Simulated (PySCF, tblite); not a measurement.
**C8H11FSi: geometry, infrared bands and NMR shifts**

What infrared bands and NMR shifts should C8H11FSi (`C=CC[Si@]1(C)C=CC=C1F`) show?

Programs: tblite 0.8.0 and PySCF 2.14.0, with density-fitted response routines of our own. Each step states its level of theory. These are calculated values for one molecule in the gas phase, unless marked as measured. Atoms count from 0, in the outputs and in this text.

## 1. Starting geometry

21 atoms, charge 0, multiplicity 1; geometry from: force field or distance geometry start.

Bonds of the start (Å): C0–C1 1.35, C1–C2 1.49, C2–Si3 1.88, Si3–C4 1.85, Si3–C5 1.92, C5–C6 1.34, C6–C7 1.45, C7–C8 1.34, C8–F9 1.34, C8–Si3 1.86, C0–H10 1.08, C0–H11 1.08, C1–H12 1.10, C2–H13 1.10, C2–H14 1.10, C4–H15 1.09, C4–H16 1.09, C4–H17 1.09, C5–H18 1.08, C6–H19 1.08, C7–H20 1.09.

## 2. Geometry optimisation with GFN2-xTB

What the job is given:

```
{"job": {"kind": "relax", "xc": "GFN2-xTB", "basis": "xTB"}, "charge": 0, "multiplicity": 1}
C      3.443800    -0.241900     0.330700
C      2.242300    -0.773900     0.019300
C      1.223200    -0.111700    -0.834600
Si    -0.389300     0.329700     0.017200
C     -0.230000     1.521400     1.421900
C     -1.399500    -1.225200     0.505900
C     -2.543500    -1.278900    -0.193900
C     -2.752400    -0.184300    -1.123300
C     -1.771500     0.722900    -1.162500
F     -1.794100     1.804300    -1.958300
H      3.725200     0.740800    -0.029900
H      4.145200    -0.780900     0.949700
H      2.010700    -1.774400     0.412400
H      1.001700    -0.777700    -1.682300
H      1.622600     0.817800    -1.274300
H      0.185300     2.475300     1.080800
H      0.432600     1.142200     2.201400
H     -1.199900     1.730300     1.875400
H     -1.038400    -1.919200     1.256100
H     -3.271400    -2.071400    -0.076100
H     -3.651600    -0.128300    -1.736200
```

Started as:

```sh
OMP_NUM_THREADS=1 python probes_run.py task.json out
```

One launch serves the whole session: the jobs run in the order shown.

**Question.** This job is followed by: GFN2-xTB harmonic vibrations, gas phase; GIAO PBE0/pcSseg-1 NMR shielding, non-relativistic, gas phase. What will the session give for the following? strongest single infrared mode (GFN2-xTB); zero-point energy (GFN2-xTB); 13C shifts against TMS (PBE0/pcSseg-1); 1H shifts against TMS (PBE0/pcSseg-1, means over atoms taken as alike); 29Si shifts against TMS (PBE0/pcSseg-1); 19F shifts against CFCl3 (PBE0/pcSseg-1); surface potential, 1st and 99th percentile.

**Answer**, as computed:

```
                                                              quantity                                                     value
                             strongest single infrared mode (GFN2-xTB)                                      812 cm⁻¹, 129 km/mol
                                          zero-point energy (GFN2-xTB)                                            102.0 kcal/mol
                                13C shifts against TMS (PBE0/pcSseg-1)  191.5, 152.5, 142.9, 128.1, 126.0, 121.3, 25.8, -8.3 ppm
1H shifts against TMS (PBE0/pcSseg-1, means over atoms taken as alike)  7.01, 6.29, 6.13, 5.63, 5.43, 5.31, 2.06, 1.95, 0.38 ppm
                               29Si shifts against TMS (PBE0/pcSseg-1)                                                 -17.6 ppm
                              19F shifts against CFCl3 (PBE0/pcSseg-1)                                                -122.6 ppm
                                 surface potential, 1st and 99th percentile                                        -0.86 V and 0.85 V
```

In words: Over 76 steps the energy fell by 0.201 eV; of the close pairs, Si3–C4 changed most, 1.849 to 1.899 Å. All 57 modes are real, so the xTB geometry is a minimum. The strongest single mode, at 812 cm⁻¹, is spread over several atoms, Si3, C4, H17, C2 among them. Unscaled tight-binding wavenumbers are off by several per cent, some by more. Its intensities can rank the bands wrongly. At PBE0/pcSseg-1: The largest span, 305 ppm, is at F9, where the paramagnetic term is -182 ppm. At PBE0/pcSseg-1, counted by nearest atom on the grid, the HOMO lies on C5, C8 about 26 % each; C7 18 %, the LUMO on C5, C8 about 20 % each; C6 16 %.
